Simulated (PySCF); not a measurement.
**GeO (SMILES [O]=[Ge]) at wB97M-V/cc-pVTZ**

Aim: the vertical ionisation energy of GeO at wB97M-V/cc-pVTZ, from 2 runs. Input form: a Python script.

The calculation is run with PySCF 2.14.0.

9 further runs of the same task are left out: 3 that didn't finish, 6 set aside as unsound or not needed.

**1. The system as given**

GeO: 2 atoms, total charge 0, spin state singlet. SMILES: `[O]=[Ge]`. The coordinates come from a PBE0-D4/def2-TZVP relaxation.

Bond lengths: O1–Ge2 1.623 Å.

**2. A single-point energy at wB97M-V/cc-pVTZ**

File run.py:

```python
# GeO
from pyscf import gto, dft

molecule = gto.M(
    atom='''
O        0.000000       0.000000      -0.023040
Ge       0.000000       0.000000       1.599530
''',
    verbose=4,
    spin=0,
    charge=0,
    max_memory=1860,
    basis='cc-pvtz',
)

calc0 = dft.RKS(molecule)
calc0.xc = 'wb97m-v'
calc0.conv_tol = 1e-10
calc0.grids.level = 5
calc0.nlcgrids.level = 1
calc0.kernel()
if not calc0.converged:
    calc0 = calc0.newton().run(calc0.mo_coeff, calc0.mo_occ)

e_tot = calc0.e_tot
print('E = %.10f Eh' % e_tot)
```

The run is started by

```sh
OMP_NUM_THREADS=1 python run.py
```

Log:

```text
PySCF version 2.14.0

[INPUT] num. atoms = 2
[INPUT] num. electrons = 40
[INPUT] charge = 0
[INPUT] spin (= nelec alpha-beta = 2S) = 0
[INPUT] symmetry False subgroup None
[INPUT] Mole.unit = angstrom
[INPUT] Symbol           X                Y                Z      unit          X                Y                Z       unit  Magmom
[INPUT]  1 O      0.000000000000   0.000000000000  -0.023040000000 AA    0.000000000000   0.000000000000  -0.043539289910 Bohr   0.0
[INPUT]  2 Ge     0.000000000000   0.000000000000   1.599530000000 AA    0.000000000000   0.000000000000   3.022673628026 Bohr   0.0

nuclear repulsion = 83.4906142696586
number of shells = 19
number of NR pGTOs = 153
number of NR cGTOs = 73
basis = cc-pvtz
ecp = {}

[... 65 lines left out ...]
converged SCF energy = -2152.16803076901
E = -2152.1680307690 Eh
```

Wall time 27 s (1 thread of Arm Neoverse V1, shared host); peak memory 0.39 GiB.

**3. The doublet cation at the same level**

File calc.py:

```python
from pyscf import gto, dft

molecule = gto.M(
    atom='''
O      0.000000     0.000000    -0.043539
Ge     0.000000     0.000000     3.022674
''',
    spin=1,
    max_memory=1860,
    verbose=3,
    charge=1,
    unit='bohr',
    basis='cc-pvtz',
)

calc0 = dft.UKS(molecule)
calc0.xc = 'wb97m-v'
calc0.nlcgrids.level = 1
calc0.conv_tol = 1e-10
calc0.grids.level = 5
calc0.kernel()
if not calc0.converged:
    calc0 = calc0.newton().run(calc0.mo_coeff, calc0.mo_occ)

e_final = calc0.e_tot
print('E(%s) = %.9f' % ('WB97M-V', e_final))
```

The run is started by

```sh
OMP_NUM_THREADS=1 python calc.py
```

Log:

```text
converged SCF energy = -2151.76235301475  <S^2> = 0.76436628  2S+1 = 2.014315
E(WB97M-V) = -2151.762353015
```

It took 43 s on 1 thread of Arm Neoverse V1, shared host; peak memory 0.4 GiB.

**4. Summary of results**

Level: wB97M-V/cc-pVTZ.

```
                                          quantity           value
                         singlet GeO: total energy  -2152.16803 Eh
                        singlet GeO: dipole moment          3.36 D
                          singlet GeO: HOMO energy       -10.75 eV
                          singlet GeO: LUMO energy        -0.02 eV
                        singlet GeO: HOMO–LUMO gap        10.73 eV
                      doublet cation: total energy  -2151.76235 Eh
doublet cation: HOMO energy (highest over α and β)       -19.53 eV
 doublet cation: LUMO energy (lowest over α and β)       -11.35 eV
                              doublet cation: ⟨S²⟩           0.764
vertical ionisation energy (to the doublet cation)       11.039 eV
```

In words: The vertical ionisation energy comes to 11.04 eV (255 kcal/mol). The negative HOMO energy of the first species, 10.75 eV, lies 0.29 eV below that difference.
